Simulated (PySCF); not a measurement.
Input of a PySCF 2.14.0 run:

Contents of run.py:

```python
import json
import numpy as np
from pyscf.pbc import gto, scf, dft, df
from pyscf.pbc.tools import pyscf_ase
import spglib
from ase import Atoms
from ase.io import read

conv = read('Pb.cif')
a, x, z = spglib.find_primitive((conv.cell[:], conv.get_scaled_positions(), conv.numbers), symprec=1e-4)
atoms = Atoms(z, cell=a, scaled_positions=x, pbc=True)
cell = pyscf_ase.cell_from_ase(atoms)
cell.basis = 'DZVP-MOLOPT-SR-GTH-q4'
cell.pseudo = 'GTH-PBE-q4'
cell.ke_cutoff = 58  # hartree
cell.exp_to_discard = 0.02
cell.precision = 1e-08
cell.space_group_symmetry = True
cell.symmorphic = False
cell.max_memory = 5880  # MB
cell.verbose = 4
cell.build()

res = {}
kpts = cell.make_kpts([7, 7, 7], space_group_symmetry=True, time_reversal_symmetry=True)
cell.space_group_symmetry = False  # the mesh holds the operations; no search on the supercells of the integral code
mf = dft.KRKS(cell, kpts, xc='pbe')
mf = mf.multigrid_numint()
mf = mf.smearing(sigma=0.00183747, method='fermi')  # hartree
mf.conv_tol = 1e-07
mf.max_cycle = 60

atoms.calc = pyscf_ase.PySCF(method=mf)
print('ASE energy = %.8f eV' % atoms.get_potential_energy())
mf = atoms.calc.method_scan
res.update(converged=bool(mf.converged), e_tot=mf.e_tot, nelec=cell.nelectron, nao=cell.nao, mesh=list(map(int, cell.mesh)), a=cell.lattice_vectors().tolist(), coords=cell.atom_coords().tolist(),
           mo_energy=[np.real(x).tolist() for x in mf.mo_energy], mo_occ=[np.real(x).tolist() for x in mf.mo_occ])
res.update(e_free=mf.e_free, e_zero=mf.e_zero)
res.update(kpts=kpts.kpts_scaled_ibz.tolist(), weights=kpts.weights_ibz.tolist())
res['parts'] = {k: float(np.real(v)) for k, v in mf.scf_summary.items() if np.isscalar(v)}
json.dump(res, open('results.json', 'w'))
if not mf.converged:
    raise SystemExit('SCF not converged')

print('levels (eV)')
for i, kp in enumerate(res['kpts'][:40]):
    print('k %7.4f %7.4f %7.4f  ' % tuple(kp), ' '.join('%.3f' % (x * 27.211386) for x in res['mo_energy'][i][:7]))

mf = mf.to_khf()  # unfold to the whole mesh
kpts = mf.kpts
# Mulliken populations
dm, s = np.asarray(mf.make_rdm1()), np.asarray(mf.get_ovlp())
sites = cell.aoslice_by_atom()[:, 2:]
tot = np.einsum('kij,kji->i', dm, s).real / len(kpts)
res['mulliken'] = [cell.atom_charge(i) - tot[a0:a1].sum() for i, (a0, a1) in enumerate(sites)]
print('Mulliken charges', np.round(res['mulliken'], 5))

path = pyscf_ase.bandpath(cell, npoints=40)
scaled = path.kpts
e_kn = mf.get_bands(cell.get_abs_kpts(scaled))[0]
res.update(band_k=np.asarray(scaled).tolist(), bands=np.asarray(e_kn).real.tolist())
for kp, e in zip(scaled, np.asarray(e_kn).real):
    print('k %7.4f %7.4f %7.4f  ' % tuple(kp), ' '.join('%8.3f' % (x * 27.211386) for x in e[:8]))
res['done'] = True
json.dump(res, open('results.json', 'w'))
```

The input Pb.cif:

```cif
data_Pb
_cell_length_a 4.95004000
_cell_length_b 4.95004000
_cell_length_c 4.95004000
_cell_angle_alpha 90.00000000
_cell_angle_beta 90.00000000
_cell_angle_gamma 90.00000000
_space_group_name_H-M_alt 'Fm-3m'
_space_group_name_Hall '-F 4 2 3'
_space_group_IT_number 225
loop_
_space_group_symop_operation_xyz
'x,y,z'
'-x,-y,-z'
'-y,x,z'
'y,-x,-z'
'-x,-y,z'
'x,y,-z'
'y,-x,z'
'-y,x,-z'
'x,-y,-z'
'-x,y,z'
'-y,-x,-z'
'y,x,z'
'-x,y,-z'
'x,-y,z'
'y,x,-z'
'-y,-x,z'
'z,x,y'
'-z,-x,-y'
'z,-y,x'
'-z,y,-x'
'z,-x,-y'
'-z,x,y'
'z,y,-x'
'-z,-y,x'
'-z,x,-y'
'z,-x,y'
'-z,-y,-x'
'z,y,x'
'-z,-x,y'
'z,x,-y'
'-z,y,x'
'z,-y,-x'
'y,z,x'
'-y,-z,-x'
'x,z,-y'
'-x,-z,y'
'-y,z,-x'
'y,-z,x'
'-x,z,y'
'x,-z,-y'
'-y,-z,x'
'y,z,-x'
'-x,-z,-y'
'x,z,y'
'y,-z,-x'
'-y,z,x'
'x,-z,y'
'-x,z,-y'
'x,y+1/2,z+1/2'
'-x,-y+1/2,-z+1/2'
'-y,x+1/2,z+1/2'
'y,-x+1/2,-z+1/2'
'-x,-y+1/2,z+1/2'
'x,y+1/2,-z+1/2'
'y,-x+1/2,z+1/2'
'-y,x+1/2,-z+1/2'
'x,-y+1/2,-z+1/2'
'-x,y+1/2,z+1/2'
'-y,-x+1/2,-z+1/2'
'y,x+1/2,z+1/2'
[... 40 lines left out ...]
'-x+1/2,-y,z+1/2'
'x+1/2,y,-z+1/2'
'y+1/2,-x,z+1/2'
'-y+1/2,x,-z+1/2'
'x+1/2,-y,-z+1/2'
'-x+1/2,y,z+1/2'
'-y+1/2,-x,-z+1/2'
'y+1/2,x,z+1/2'
'-x+1/2,y,-z+1/2'
'x+1/2,-y,z+1/2'
'y+1/2,x,-z+1/2'
'-y+1/2,-x,z+1/2'
'z+1/2,x,y+1/2'
'-z+1/2,-x,-y+1/2'
'z+1/2,-y,x+1/2'
'-z+1/2,y,-x+1/2'
'z+1/2,-x,-y+1/2'
'-z+1/2,x,y+1/2'
'z+1/2,y,-x+1/2'
'-z+1/2,-y,x+1/2'
'-z+1/2,x,-y+1/2'
'z+1/2,-x,y+1/2'
'-z+1/2,-y,-x+1/2'
'z+1/2,y,x+1/2'
'-z+1/2,-x,y+1/2'
'z+1/2,x,-y+1/2'
'-z+1/2,y,x+1/2'
'z+1/2,-y,-x+1/2'
'y+1/2,z,x+1/2'
'-y+1/2,-z,-x+1/2'
'x+1/2,z,-y+1/2'
'-x+1/2,-z,y+1/2'
'-y+1/2,z,-x+1/2'
'y+1/2,-z,x+1/2'
'-x+1/2,z,y+1/2'
'x+1/2,-z,-y+1/2'
'-y+1/2,-z,x+1/2'
'y+1/2,z,-x+1/2'
'-x+1/2,-z,-y+1/2'
'x+1/2,z,y+1/2'
'y+1/2,-z,-x+1/2'
'-y+1/2,z,x+1/2'
'x+1/2,-z,y+1/2'
'-x+1/2,z,-y+1/2'
'x+1/2,y+1/2,z'
'-x+1/2,-y+1/2,-z'
'-y+1/2,x+1/2,z'
'y+1/2,-x+1/2,-z'
'-x+1/2,-y+1/2,z'
'x+1/2,y+1/2,-z'
'y+1/2,-x+1/2,z'
'-y+1/2,x+1/2,-z'
'x+1/2,-y+1/2,-z'
'-x+1/2,y+1/2,z'
'-y+1/2,-x+1/2,-z'
'y+1/2,x+1/2,z'
'-x+1/2,y+1/2,-z'
'x+1/2,-y+1/2,z'
'y+1/2,x+1/2,-z'
'-y+1/2,-x+1/2,z'
'z+1/2,x+1/2,y'
'-z+1/2,-x+1/2,-y'
'z+1/2,-y+1/2,x'
'-z+1/2,y+1/2,-x'
'z+1/2,-x+1/2,-y'
'-z+1/2,x+1/2,y'
'z+1/2,y+1/2,-x'
'-z+1/2,-y+1/2,x'
'-z+1/2,x+1/2,-y'
'z+1/2,-x+1/2,y'
'-z+1/2,-y+1/2,-x'
'z+1/2,y+1/2,x'
'-z+1/2,-x+1/2,y'
'z+1/2,x+1/2,-y'
'-z+1/2,y+1/2,x'
'z+1/2,-y+1/2,-x'
'y+1/2,z+1/2,x'
'-y+1/2,-z+1/2,-x'
'x+1/2,z+1/2,-y'
'-x+1/2,-z+1/2,y'
'-y+1/2,z+1/2,-x'
'y+1/2,-z+1/2,x'
'-x+1/2,z+1/2,y'
'x+1/2,-z+1/2,-y'
'-y+1/2,-z+1/2,x'
'y+1/2,z+1/2,-x'
'-x+1/2,-z+1/2,-y'
'x+1/2,z+1/2,y'
'y+1/2,-z+1/2,-x'
'-y+1/2,z+1/2,x'
'x+1/2,-z+1/2,y'
'-x+1/2,z+1/2,-y'
loop_
_atom_site_label
_atom_site_type_symbol
_atom_site_symmetry_multiplicity
_atom_site_Wyckoff_symbol
_atom_site_fract_x
_atom_site_fract_y
_atom_site_fract_z
_atom_site_occupancy
Pb1 Pb 4 a 0.0000000000 0.0000000000 0.0000000000 1
```

Potentials or basis: DZVP-MOLOPT-SR/GTH-PBE (potentials made for PBE).

The run is started by

```console
$ OMP_NUM_THREADS=4 python -u run.py > log
```

**Question.** Predict the band gap on the k mesh.

**Answer.** None (metal or under the smearing width).

Levels at the corners of the path, in eV from the Fermi level:
| point | band 1 | band 2 | band 3 | band 4 | band 5 | band 6 | band 7 |
| --- | --- | --- | --- | --- | --- | --- | --- |
| Γ | -11.61 | 7.81 | 7.81 | 7.81 | 12.83 | 12.83 | 12.83 |
| X | -6.64 | -3.22 | 2.25 | 2.25 | 5.52 | 6.72 | 26.24 |
| W | -6.47 | -1.36 | -1.36 | 0.26 | 12.06 | 14.58 | 14.58 |
| K | -6.68 | -2.27 | -1.24 | 3.16 | 6.83 | 12.99 | 19.80 |
| Γ | -11.61 | 7.81 | 7.81 | 7.81 | 12.83 | 12.83 | 12.83 |
| L | -8.10 | -4.18 | 5.91 | 5.91 | 10.06 | 11.59 | 11.59 |
| U | -6.68 | -2.27 | -1.24 | 3.16 | 6.83 | 12.99 | 19.80 |
| W | -6.47 | -1.36 | -1.36 | 0.26 | 12.06 | 14.58 | 14.58 |
| L | -8.10 | -4.18 | 5.91 | 5.91 | 10.06 | 11.59 | 11.59 |
| K | -6.68 | -2.27 | -1.24 | 3.16 | 6.83 | 12.99 | 19.80 |
| U | -6.68 | -2.27 | -1.24 | 3.16 | 6.83 | 12.99 | 19.80 |
| X | -6.64 | -3.22 | 2.25 | 2.25 | 5.52 | 6.72 | 26.24 |

Caveat: spin-orbit coupling is left out, which moves the levels of the heavy elements; the basis of atomic orbitals isn't converged, which shifts pressures, moduli and gaps.
